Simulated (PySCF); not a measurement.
**Ways to converge the SCF of InF**

The same problem is solved with other solver options, one edit a run.

The runs use PySCF 2.14.0; method and basis as typed in the scripts.

### Step 1. Starting geometry

InF: 2 atoms, charge 0, spin multiplicity 1.

Bond lengths: In1–F2 2.005 Å.

### Step 2. The run that the others are compared with

File input.py:

```python
from pyscf import gto, scf, mp

mol = gto.M(
    atom='In 0 0 0; F 0 0 2.005',
    basis='crenbl',
    ecp={'In': 'crenbl', 'F': 'crenbl'},
    charge=0,
    spin=0,
    verbose=4,
)
mf = scf.RHF(mol)
mf.kernel()
mp.MP2(mf).kernel()
mf.dip_moment()
print('orbital energies (hartree):', mf.mo_energy[..., max(0, mol.nelec[1]-3):mol.nelec[0]+3].round(4))
```

On the command line:

```
$ OMP_NUM_THREADS=1 python input.py
```

Its log is not repeated here.

Base result: E(SCF) = -80.611983 Eh, 9 cycles, E(MP2) − E(SCF) = -0.35159 Eh, μ = 3.55 D (of the SCF density).

The bond length is a typed value, not an optimised one.

### Step 3. Smearing width 0.005 hartree

Edit 1 changes smearing width: none → 0.005 hartree; step after the SCF: mp2 → none.

File input.py:

```python
from pyscf import gto, scf

mol = gto.M(
    atom='In 0 0 0; F 0 0 2.005',
    basis='crenbl',
    ecp={'In': 'crenbl', 'F': 'crenbl'},
    charge=0,
    spin=0,
    verbose=4,
)
mf = scf.RHF(mol)
mf = scf.addons.smearing_(mf, sigma=0.005, method='fermi')
mf.kernel()
mf.dip_moment()
print('orbital energies (hartree):', mf.mo_energy[..., max(0, mol.nelec[1]-3):mol.nelec[0]+3].round(4))
```

On the command line:

```
$ OMP_NUM_THREADS=1 python input.py
```

### Step 4. Initial guess atom

Edit 2 changes initial guess: minao → atom.

Edit input.py of step 2 so:

```diff
@@ -11,2 +11,3 @@
 mf = scf.RHF(mol)
+mf.init_guess = 'atom'
 mf.kernel()
```

### Step 5. Point-group symmetry on

Edit 3 changes point-group symmetry: off → on.

Edit input.py of step 2 so:

```diff
@@ -8,2 +8,3 @@
     spin=0,
+    symmetry=True,
     verbose=4,
```

### Step 6. Damping 0.8

Edit 4 changes damping: none → 0.8.

Edit input.py of step 2 so:

```diff
@@ -11,2 +11,4 @@
 mf = scf.RHF(mol)
+mf.damp = 0.8
+mf.diis_start_cycle = 8
 mf.kernel()
```

### Step 7. Second-order solver on

Edit 5 changes second-order solver: off → on.

Edit input.py of step 2 so:

```diff
@@ -11,2 +11,3 @@
 mf = scf.RHF(mol)
+mf = mf.newton()
 mf.kernel()
```

### Step 8. DIIS space 4

Edit 6 changes DIIS space: default → 4.

Edit input.py of step 2 so:

```diff
@@ -11,2 +11,3 @@
 mf = scf.RHF(mol)
+mf.diis_space = 4
 mf.kernel()
```

**Question.** What will these runs give? Wanted: for each run, E(SCF); from base; gap; SCF dipole; after the SCF.

The runs gave:

```
                         run  E(SCF) (hartree)  from base (eV)   cycles  gap (eV)  SCF dipole (D)              after the SCF
                        base        -80.611983               0        9     10.15            3.55  MP2 correlation -9.567 eV
smearing width 0.005 hartree        -80.611983          0.0000        9       n/a            3.55                        n/a
          initial guess atom        -80.611983          0.0000       10     10.15            3.55  MP2 correlation -9.567 eV
     point-group symmetry on        -80.611983          0.0000        9     10.15            3.55  MP2 correlation -9.567 eV
                 damping 0.8        -80.611983          0.0000       15     10.15            3.55  MP2 correlation -9.567 eV
      second-order solver on        -80.611983          0.0000  3 macro     10.15            3.55  MP2 correlation -9.567 eV
                DIIS space 4        -80.611983          0.0000       10     10.15            3.55  MP2 correlation -9.567 eV
```

Distance from each run's final energy (log10 hartree) by cycle:

```
                         run  cycle 1  cycle 2  cycle 3  cycle 5  cycle 8  cycle 12
                        base     -0.6     -1.3     -2.9     -4.7     -9.1      done
smearing width 0.005 hartree     -0.6     -1.3     -2.9     -4.7     -9.1      done
          initial guess atom     -1.1     -1.4     -3.3     -5.2     -8.8      done
     point-group symmetry on     -0.6     -1.3     -2.9     -4.7     -9.1      done
                 damping 0.8     -0.6     -0.9     -1.2     -1.7     -3.0      -7.0
      second-order solver on     -4.3    < -11    < -11     done     done      done
                DIIS space 4     -0.6     -1.3     -2.9     -4.7     -7.9      done
```

In words: With smearing width 0.005 hartree or initial guess atom or point-group symmetry on or damping 0.8 or second-order solver on or DIIS space 4 the SCF ends at the base energy. The base needs 9 cycles and the run with damping 0.8 needs 15.
